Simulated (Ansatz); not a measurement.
# Ir3Rh (Pm-3m): single point from a Python script

What energy and properties does Ir3Rh (Pm-3m) have at the given structure? The task is a single point, for Ir3Rh (Pm-3m).

Program: the Python package of Ansatz 0.2.0. Level of theory: DFT LDA, plane waves, PAW. These are calculated values, not measurements.

## (1) The system

Symmetry: Pm-3m, No. 221, cubic system. Conventional cell: a = 3.840 Å, b = 3.840 Å, c = 3.840 Å, α = 90.00°, β = 90.00°, γ = 90.00°. Around Ir (site symmetry 4/mmm) lie 8 Ir at 2.72 Å and 4 Rh at 2.72 Å. Around Rh (site symmetry m-3m) lie 12 Ir at 2.72 Å.

No structure file is read: the coordinates are typed or built in the script.

## (2) Script

The input, ir3rh_scf.py:

```python
from pathlib import Path
import sys
import warnings

import ansatz as az
import numpy as np
from pymatgen.core import Lattice, Structure
from pymatgen.io.ase import AseAtomsAdaptor

warnings.simplefilter('ignore', az.DeckWarning)

pmg_structure = Structure(
    Lattice([(3.840336, 0.0, 0.0), (0.0, 3.840336, 0.0), (0.0, 0.0, 3.840336)]),
    ['Ir', 'Ir', 'Ir', 'Rh'],
    [
        (0.5, 0.0, 0.5),
        (0.0, 0.5, 0.5),
        (0.5, 0.5, 0.0),
        (0.0, 0.0, 0.0),
    ],
)
system = az.Crystal.from_ase(AseAtomsAdaptor.get_atoms(pmg_structure))

base = (
    system.calculation()
    .functional(az.Functional.LDA)
    .scf(extra_bands=8, self_checks='high')
    .kpoints(4)
    .occupations('cold')
    .mixing('msr1', preconditioner='resta')
    .stress()
    .populations()
)
try:
    outcome = base.run(threads=1)
except az.NonConvergedError as error:
    sys.exit(f'no convergence: {error}')
except az.RefusalError as error:
    sys.exit(f'input refused: {error}')
r = outcome.report

print('%-22s %14.5f eV' % ('F = E - TS', r['free_energy_ev']))
print('%-22s %14.5f eV' % ('E', r['internal_energy_ev']))
print('%-22s %14.5f eV' % ('Harris-Foulkes', r['harris_foulkes_ev']))
print('%-22s %14.5f eV' % ('Fermi level', r['fermi_energy_ev']))

print('pressure by term (GPa)')
for term, tensor in r['stress_terms_gpa'].items():
    print(f'  {term:28s} {np.trace(np.array(tensor)) / 3:12.3f}')
print(f'  {"total":28s} {np.trace(np.array(r["stress_gpa"])) / 3:12.3f}')

files = Path(outcome.write_results('tables'))
print((files / 'populations.tsv').read_text())
```

## (3) The run

Launch:

```bash
$ python ir3rh_scf.py
```

Q: Predict the main results. Wanted: free energy; gap on the mesh; pressure.

The runs gave:

| quantity | value |
| --- | --- |
| free energy | -41268.4270 eV (-10317.1068 eV/atom) |
| gap on the mesh | none |
| pressure | -10.75 GPa |

Filled and empty levels meet on the mesh: no gap at this level. The pressure of -10.8 GPa means that the cell would shrink if relaxed at this level. What to keep in mind:
- For a metal this k-point mesh is coarse: on a finer one energies can move by several to tens of meV an atom and pressures by half a GPa or more, differences at one mesh by less.
- Only differences from the Fermi energy are physical; the zero of the scale is a convention.
- Pressure is positive in compression.
- Spin-orbit coupling, which matters for elements this heavy, is left out.
- At these settings the cell as given stands under about -11 GPa, so it isn't at this functional's equilibrium volume.
- The structure comes from a database of computed cells and needn't be a stable or known phase.
